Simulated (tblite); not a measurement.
# C7H12BF: the cost of one run

The runs use tblite 0.8.0 and PySCF 2.14.0, with density-fitted response routines of our own; the level of theory stands in each step. All values are computed, except where a source is named. Atoms are numbered from 0 throughout.

## Step 1: Starting geometry

21 atoms, charge 0, multiplicity 1; geometry from: force field or distance geometry start.

Bonds of the start (Å): C0–B1 1.60, B1–C2 1.59, B1–C3 1.59, C3–C4 1.53, C4–C5 1.44, C5–C6 1.45, C6–C7 1.52, C7–F8 1.38, C5–C3 1.41, C7–C5 1.41, C0–H9 1.12, C0–H10 1.11, C0–H11 1.09, C2–H12 1.14, C2–H13 1.10, C2–H14 1.09, C3–H15 1.14, C4–H16 1.10, C4–H17 1.09, C6–H18 1.11, C6–H19 1.13, C7–H20 1.12.

## Step 2: Relaxing the molecule with GFN2-xTB

What the job is given:

```
{"job": {"kind": "relax", "xc": "GFN2-xTB", "basis": "xTB"}, "charge": 0, "multiplicity": 1}
C     -2.368800    -1.258300    -0.384200
B     -1.285700    -0.089500    -0.196700
C     -1.924700     1.338000     0.090300
C      0.078400    -0.524200     0.486700
C      0.777500     0.490700     1.398700
C      1.372200    -0.036900     0.197500
C      2.664100    -0.654300    -0.036500
C      2.114000     0.483600    -0.888200
F      2.875800     1.629400    -0.732800
H     -3.397600    -0.879300    -0.139900
H     -2.141800    -2.014500     0.401700
H     -2.292800    -1.743200    -1.352200
H     -3.048900     1.251700     0.257700
H     -1.815900     1.937500    -0.829000
H     -1.555900     1.820100     1.001100
H      0.018300    -1.524500     1.026800
H      1.132500     0.139000     2.381500
H      0.425400     1.522400     1.411200
H      2.777700    -1.623300    -0.571900
H      3.573500    -0.438300     0.596100
H      2.013800     0.190800    -1.963600
```

The run is started by

```
$ OMP_NUM_THREADS=1 python probes_run.py task.json out
```

One launch serves the whole session: the jobs run in the order shown.

**Question.** How long does this first job take on 1 thread of Arm Neoverse N1, shared host?

About 2.1 s.
